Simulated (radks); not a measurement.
# Au³⁺ in [Xe] 4f14 5d8: an all-electron calculation

What are the levels of the gold ion Au3+, how large are its shells, and how does its energy divide?

Program: radks (a radial shooting solver on a logarithmic mesh, Libxc functionals) version 1. Level of theory: Dirac Kohn-Sham, SOGGA, spin-unpolarised, spherical densities, finite nucleus; open shells fill j = l - 1/2 first. These are calculated values, not measurements, unless marked.

**1. The system**

- element: gold (Z = 79)
- charge: +3
- electrons: 76
- configuration: [Xe] 4f14 5d8
- nuclear rms radius: 5.4371 fm

**2. Self-consistent calculation**

Input:

```text
Z 79
configuration [Xe] 4f14 5d8
relativity Dirac
functional sogga,pbe
spin unpolarised
j_filling energy
nucleus finite rms 5.4371 fm
c 137.035999084
```

The run is started by

```console
$ python run_ks.py task.json out
```

All runs below come from this command, one after another.

Q: Predict the outcome of this run.

As calculated:

| quantity | value |
| --- | --- |
| total energy | -19035.5940 hartree |
| exchange-correlation share of it | 1.88 % |
| −T/E | 1.1480 |
| highest occupied level | 5d5/2, -39.673 eV |
| most extended occupied level | 5d5/2, <r> = 1.45 bohr |
| radius at density 0.001 e/bohr³ | 3.29 bohr |
| maxima of the radial density | 4 |
| ionisation energy, NIST | 45 (theory) eV |

The radial density shows 4 maxima for 5 occupied principal shells; where shells overlap, one shows as a shoulder or not at all. −T/E is 1.148: with relativity the kinetic term as defined here no longer equals −E. The top level binds by 39.673 eV, 88 % of the NIST ionisation energy of 45 eV; the potential of a semilocal functional falls off too fast, so its top eigenvalue is too shallow. Spin polarisation and multiplet splitting are left out.
